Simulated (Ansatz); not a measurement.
# GeH₄O₂ (SMILES [OH][GeH2][OH]): functionals against CCSD(T) at one geometry

A test off equilibrium: a structure displaced at random from a GFN2-xTB minimum is computed at several levels, and each is set against CCSD(T).

The runs use Ansatz 0.2.0, Gaussian basis; single points in def2-TZVPP.

Cores are frozen in the correlated methods. Filled d shells of the heavier atoms are correlated.

## (1) The system as given

SMILES `[OH][GeH2][OH]`, 7 atoms, charge 0, spin multiplicity 1.

Atoms are counted from 1 here; the program's logs count them from 0.

Bond lengths: O1–Ge2 1.501 Å, O1–H4 0.773 Å, Ge2–O3 1.634 Å, Ge2–H4 1.789 Å, Ge2–H5 1.658 Å, Ge2–H6 1.510 Å, O3–H7 0.747 Å. Angles: Ge2–O1–H4 98.7°, O1–Ge2–O3 107.3°, O1–Ge2–H4 25.3°, O1–Ge2–H5 116.8°, O1–Ge2–H6 124.1°, O3–Ge2–H4 132.0°, O3–Ge2–H5 117.1°, O3–Ge2–H6 98.9°, H4–Ge2–H5 101.6°, H4–Ge2–H6 107.8°, H5–Ge2–H6 91.5°, Ge2–O3–H7 121.5°, O1–H4–Ge2 56.0°.

As a file:

```xyz
7
GeH4O2
O    -0.9041   -0.7627   -0.5485
Ge    0.0368    0.2267    0.0746
O     1.4393   -0.5578    0.3711
H    -1.5535   -0.3457   -0.5128
H     0.1430    1.7150   -0.6483
H    -0.1718    0.8560    1.4316
H     1.5752   -1.2358    0.0885
```

## (2) CCSD(T)/def2-TZVPP

run/in.yaml

```yaml
crystal:
  periodic: [false, false, false]
  atoms:
    - {symbol: O, position_ang: [-0.904100, -0.762700, -0.548500]}
    - {symbol: Ge, position_ang: [0.036800, 0.226700, 0.074600]}
    - {symbol: O, position_ang: [1.439300, -0.557800, 0.371100]}
    - {symbol: H, position_ang: [-1.553500, -0.345700, -0.512800]}
    - {symbol: H, position_ang: [0.143000, 1.715000, -0.648300]}
    - {symbol: H, position_ang: [-0.171800, 0.856000, 1.431600]}
    - {symbol: H, position_ang: [1.575200, -1.235800, 0.088500]}
basis:
  gaussian: {orbitals: def2-TZVPP}
correlation: {method: ccsd_t}
output: {forces: true}
```

No record of the launch command was kept for these runs.

## (3) PBE0-D4/def2-TZVPP

run/in.yaml, as its differences from that of step 2:

```diff
@@ -12,3 +12,3 @@
   gaussian: {orbitals: def2-TZVPP}
-correlation: {method: ccsd_t}
-output: {forces: true}
+hamiltonian: {xc: pbe0, dispersion: d4}
+output: {forces: true, orbitals: {seedname: orbitals}}
```

## (4) wB97M-V/def2-TZVPP

run/in.yaml, as its differences from that of step 3:

```diff
@@ -12,3 +12,3 @@
   gaussian: {orbitals: def2-TZVPP}
-hamiltonian: {xc: pbe0, dispersion: d4}
-output: {forces: true, orbitals: {seedname: orbitals}}
+hamiltonian: {xc: {name: wB97M-V}}
+output: {forces: true}
```

## (5) r2SCAN-D4/def2-TZVPP

run/in.yaml, as its differences from that of step 4:

```diff
@@ -12,3 +12,3 @@
   gaussian: {orbitals: def2-TZVPP}
-hamiltonian: {xc: {name: wB97M-V}}
+hamiltonian: {xc: r2scan, dispersion: d4}
 output: {forces: true}
```

## (6) PBE-D4/def2-TZVPP

run/in.yaml, as its differences from that of step 5:

```diff
@@ -12,3 +12,3 @@
   gaussian: {orbitals: def2-TZVPP}
-hamiltonian: {xc: r2scan, dispersion: d4}
+hamiltonian: {xc: pbe, dispersion: d4}
 output: {forces: true}
```

## (7) BHLYP-D4/def2-TZVPP

run/in.yaml, as its differences from that of step 6:

```diff
@@ -12,3 +12,3 @@
   gaussian: {orbitals: def2-TZVPP}
-hamiltonian: {xc: pbe, dispersion: d4}
+hamiltonian: {xc: {name: BHLYP}, dispersion: d4}
 output: {forces: true}
```

## (8) wB97X-V/def2-TZVPP

run/in.yaml, as its differences from that of step 7:

```diff
@@ -12,3 +12,3 @@
   gaussian: {orbitals: def2-TZVPP}
-hamiltonian: {xc: {name: BHLYP}, dispersion: d4}
+hamiltonian: {xc: {name: wB97X-V}}
 output: {forces: true}
```

(Steps that only read results are left out.)

Q: Predict the outcome of this session. Wanted: energy less free atoms, CCSD(T)/def2-TZVPP; RMS force component; RMS force error; HOMO and LUMO, PBE0-D4; T1 diagnostic.

The runs gave:

```
                                  quantity                                                                                            value
energy less free atoms, CCSD(T)/def2-TZVPP                                                                                   -1634.0 kJ/mol
                       RMS force component                                                           10.061 to 10.468 eV/Å over the methods
                           RMS force error  PBE0-D4 0.097, wB97M-V 0.040, r2SCAN-D4 0.077, PBE-D4 0.237, BHLYP-D4 0.279, wB97X-V 0.056 eV/Å
                    HOMO and LUMO, PBE0-D4                                                                                -7.68 and 0.48 eV
                             T1 diagnostic                                                                                            0.010
```

Against CCSD(T) the functionals' energies less atoms differ by -39.9 to +42.6 kJ/mol, PBE-D4 by -18.5 kJ/mol. CCSD(T) in triple zeta still lacks some correlation energy of the bonds, so part of these gaps is its own basis error and they don't rank the functionals. For forces wB97M-V does best and BHLYP-D4 worst. Frozen-core CCSD(T) forces in triple zeta carry basis errors of their own, and this is one geometry, so small gaps rank nothing.
